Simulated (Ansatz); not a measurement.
# H4OS2Si: rigid scan of one bond length, by script

How does the energy of H4OS2Si change as one bond is stretched? The task is a rigid scan of one bond length, for H4OS2Si. SMILES: O[SiH2]SS.

Computed with Ansatz 0.2.0 through its Python package. Level of theory: r2SCAN0/6-31G*.

## (1) Starting point

Bond lengths: O1–Si2 1.600 Å, Si2–S3 2.154 Å, S3–S4 1.959 Å, O1–H5 1.008 Å, Si2–H6 1.488 Å, Si2–H7 1.508 Å, S4–H8 1.339 Å. Angles: O1–Si2–S3 106.2°, O1–Si2–H6 110.1°, O1–Si2–H7 109.0°, S3–Si2–H6 110.2°, S3–Si2–H7 111.1°, H6–Si2–H7 110.2°, Si2–O1–H5 116.8°, Si2–S3–S4 99.1°, S3–S4–H8 102.3°.

No structure file is read: the coordinates are typed or built in the script.

## (2) The code

Input file h4os2si.py:

```python
"""Potential curve of H4OS2Si along one bond."""

import ansatz as az
import numpy as np

GEOMETRY = """
O     0.22550    1.23670   -1.16200
Si    0.95510    0.32890   -0.06440
S    -0.00210   -1.59940   -0.14760
S    -1.82980   -1.05660    0.30230
H    -0.66530    0.91040   -1.50200
H     0.78640    0.92810    1.28730
H     2.41960    0.22390   -0.40980
H    -1.79730   -1.02910    1.64030
"""


def main() -> None:
    molecule = az.Crystal.molecule()
    for line in GEOMETRY.strip().splitlines():
        symbol, *xyz = line.split()
        molecule = molecule.atom(symbol, [float(v) for v in xyz])

    symbols = [site.symbol for site in molecule.cartesian_sites]
    start = np.array([site.position_ang for site in molecule.cartesian_sites])
    axis = (start[0] - start[1]) / np.linalg.norm(start[0] - start[1])
    moving = [0, 4]
    lengths, energies = [1.408, 1.472, 1.536, 1.6, 1.664, 1.728, 1.792, 1.888], []
    for length in lengths:
        xyz = start.copy()
        xyz[moving] += (length - np.linalg.norm(start[0] - start[1])) * axis
        point = az.Crystal.molecule()
        for symbol, xyz in zip(symbols, xyz):
            point = point.atom(symbol, xyz.tolist())
        job = point.calculation()
        job = job.basis(gaussian="6-31G*").functional("R2SCAN0")
        rep = job.run().report
        energies.append(rep["free_energy_ev"])
        print(f"r = {length:6.3f} A  E = {energies[-1]:.5f} eV  <S^2> = {abs(rep['mean_field']['state']['spin_squared']):.3f}")

    # quartic fit about the minimum
    fit = np.polynomial.Polynomial.fit(lengths, np.array(energies) - min(energies), 4).convert()
    roots = [r.real for r in fit.deriv().roots() if abs(r.imag) < 1e-9 and fit.deriv(2)(r.real) > 0]
    r_e = min(roots, key=lambda r: abs(r - lengths[int(np.argmin(energies))]))
    print(f"minimum of the fit at {r_e:.4f} A, force constant {fit.deriv(2)(r_e):.2f} eV/A^2")


if __name__ == "__main__":
    main()
```

## (3) What the engine is handed

The engine receives this input (first run):

```yaml
crystal:
  periodic: [false, false, false]
  atoms:
    - { symbol: O, position_ang: [0.3131952541453031, 1.1275857569721681, -1.0300724904743905] }
    - { symbol: Si, position_ang: [0.9551, 0.3289, -0.0644] }
    - { symbol: S, position_ang: [-0.0021, -1.5994, -0.1476] }
    - { symbol: S, position_ang: [-1.8298, -1.0566, 0.3023] }
    - { symbol: H, position_ang: [-0.5776047458546969, 0.8012857569721681, -1.3700724904743906] }
    - { symbol: H, position_ang: [0.7864, 0.9281, 1.2873] }
    - { symbol: H, position_ang: [2.4196, 0.2239, -0.4098] }
    - { symbol: H, position_ang: [-1.7973, -1.0291, 1.6403] }
basis:
  gaussian:
    orbitals: "6-31G*"
hamiltonian:
  xc: r2scan0
```

## (4) The run

Started as:

```bash
$ python h4os2si.py
```

What it wrote:

```text
r =  1.408 A  E = -31654.88101 eV  <S^2> = 0.000
r =  1.472 A  E = -31655.67346 eV  <S^2> = 0.000
r =  1.536 A  E = -31656.12831 eV  <S^2> = 0.000
r =  1.600 A  E = -31656.33840 eV  <S^2> = 0.000
r =  1.664 A  E = -31656.37234 eV  <S^2> = 0.000
r =  1.728 A  E = -31656.28087 eV  <S^2> = 0.000
r =  1.792 A  E = -31656.10156 eV  <S^2> = 0.000
r =  1.888 A  E = -31655.72685 eV  <S^2> = 0.000
minimum of the fit at 1.6454 A, force constant 33.39 eV/A^2
```

Wall time 48 s (1 thread of Arm Neoverse V2, shared host); peak memory 0.24 GiB.

## (5) What changed from run to run

The engine's inputs for some of the other runs:

Run 2, against run 1:

```diff
@@ -4 +4 @@
-    - { symbol: O, position_ang: [0.3131952541453031, 1.1275857569721681, -1.0300724904743905] }
+    - { symbol: O, position_ang: [0.2840177656973623, 1.1638896550163575, -1.0739666945868627] }
@@ -8 +8 @@
-    - { symbol: H, position_ang: [-0.5776047458546969, 0.8012857569721681, -1.3700724904743906] }
+    - { symbol: H, position_ang: [-0.6067822343026377, 0.8375896550163576, -1.413966694586863] }
```

Run 4, against run 1:

```diff
@@ -4 +4 @@
-    - { symbol: O, position_ang: [0.3131952541453031, 1.1275857569721681, -1.0300724904743905] }
+    - { symbol: O, position_ang: [0.22566278880148072, 1.2364974511047364, -1.1617551028118074] }
@@ -8 +8 @@
-    - { symbol: H, position_ang: [-0.5776047458546969, 0.8012857569721681, -1.3700724904743906] }
+    - { symbol: H, position_ang: [-0.6651372111985193, 0.9101974511047366, -1.5017551028118075] }
```

Run 6, against run 1:

```diff
@@ -4 +4 @@
-    - { symbol: O, position_ang: [0.3131952541453031, 1.1275857569721681, -1.0300724904743905] }
+    - { symbol: O, position_ang: [0.16730781190559924, 1.3091052471931153, -1.2495435110367519] }
@@ -8 +8 @@
-    - { symbol: H, position_ang: [-0.5776047458546969, 0.8012857569721681, -1.3700724904743906] }
+    - { symbol: H, position_ang: [-0.7234921880944007, 0.9828052471931155, -1.589543511036752] }
```

Lines on the test bed's own set-up are left out of the output.

## (6) The runs side by side

The 8 runs, in the order started:

| run | distance (Å) | energy from run 5 (eV) | SCF cycles | CPU time (s) |
| --- | --- | --- | --- | --- |
| 1 | 1.41 | 1.4913 | 17 | 5.7 |
| 2 | 1.47 | 0.6989 | 17 | 6.2 |
| 3 | 1.54 | 0.2440 | 17 | 5.6 |
| 4 | 1.60 | 0.0339 | 17 | 6 |
| 5 | 1.66 | 0.0000 | 17 | 6 |
| 6 | 1.73 | 0.0915 | 17 | 6.4 |
| 7 | 1.79 | 0.2708 | 18 | 5.7 |
| 8 | 1.89 | 0.6455 | 18 | 5.6 |

## (7) Outcome

| quantity | value |
| --- | --- |
| bond length at the fit's minimum | 1.6454 Å |
| runs compared | 8 |
| range of energy | 1.491 eV |
| lowest point, distance (Å) | 1.66 |

The curve has its lowest point inside the range, at 1.66. The ends stand 1.49 and 0.645 eV above it. The distance scanned is the script's pair 1, 0. What to keep in mind:
- The rest of the molecule is held rigid at a force-field or estimated start geometry, and the basis set is modest; single-reference methods fail as a bond breaks.
- The orbitals are restricted, so S² is zero by construction.
